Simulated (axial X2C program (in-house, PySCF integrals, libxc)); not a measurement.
# SnSe⁺: EOM-IP-CCSD levels

Wanted for SnSe⁺: EOM-IP-CCSD levels, at the two-component level.

Computed with an in-house X2C program for linear molecules on PySCF integrals. Level: two-component X2C with atomic mean-field terms, Sn dyall-cv3z, Se dyall-cv3z.

All values are calculated.

## Step 1: Input

Input file task.json:

```json
{"zs": [50, 34], "q": 1, "bas": ["dyall-cv3z", "dyall-cv3z"], "r0": 2.37, "eom": "ip", "rq": 0, "thr": -2.0, "nmax": 95, "grid": [1, 0.96, 1.045, 0.92, 1.09, 1.15]}
```

Keys: zs atomic numbers; q charge; bas basis sets; r0 starting distance in Å; eom kind of EOM run; thr threshold in hartree for freezing inner shells (an s shell follows its p shell); nmax most natural virtual spinors; grid distances as factors.

Started as:

```
> python soeom.py task.json out
```

Further steps of the session: EOM-IP-CCSD at 2.329 Å.

Before running it: what results should come out? Wanted: next root led by one particle; T1 of the reference.

As calculated:

```
                     quantity                            value
       lowest root at 2.329 Å                Ω = 3/2, 8.924 eV
next root led by one particle  Ω = 1/2, about 1860 cm⁻¹ higher
          T1 of the reference                            0.021
```

**Reading.** Removing an electron from the reference determinant of SnSe costs 8.92 eV and empties a spinor of 75% Se pπ, 18% Sn pπ. Errors of 0.1 to 0.3 eV are usual at this size, and roots led by higher excitations are left out, so the list is incomplete, and low states of that kind can be missing.
